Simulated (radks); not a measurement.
# Taking charge from the 5s level of Pr in fractions

The task here is to estimate one member of a computed series from the others.

Program: radks (a radial shooting solver on a logarithmic mesh, Libxc functionals) version 1. Level of theory: Dirac Kohn-Sham, PBEsol, spin-unpolarised, spherical densities, finite nucleus; open shells fill j = l - 1/2 first. These are calculated values, not measurements, unless marked.

### The system

```
element            : praseodymium (Z = 59)
charge             : 0
electrons          : 59
configuration      : [Xe] 4f3 6s2
nuclear rms radius : 4.8919 fm
```

Set-up of the first run:

Settings of this run:

```text
Z 59
configuration [Xe] 4f3 6s2
relativity Dirac
functional pbe_sol,pbe_sol
spin unpolarised
j_filling energy
nucleus finite rms 4.8919 fm
c 137.035999084
```

Steps of the session up to this table: Start: [Xe] 4f3 6s2.

One table of the session follows, with a row left open; its other results are not shown here.

It belongs to the step «Start: [Xe] 4f3 6s2». Radial moments (bohr):

```
level     <r>  outermost maximum (interpolated)  90 % within  nodes
4d3/2  0.7219                             0.631         1.09      1
4d5/2  0.7320                             0.640         1.10      1
5s1/2   1.508                              1.35         2.17      4
5p1/2   1.707                              1.49         2.50      3
5p3/2   1.798                              1.56         2.64      3
6s1/2   4.481                              3.85         6.58      5
4f5/2       ?                                 ?            ?      ?
4f7/2   1.232                             0.696         2.22      0
```

Estimate the missing values for 4f5/2.

**Answer.** <r>: 1.201; outermost maximum (interpolated): 0.690; 90 % within: 2.16; nodes: 0. In the column «<r>» it lies between 4d5/2 (0.7320) and 4f7/2 (1.232).
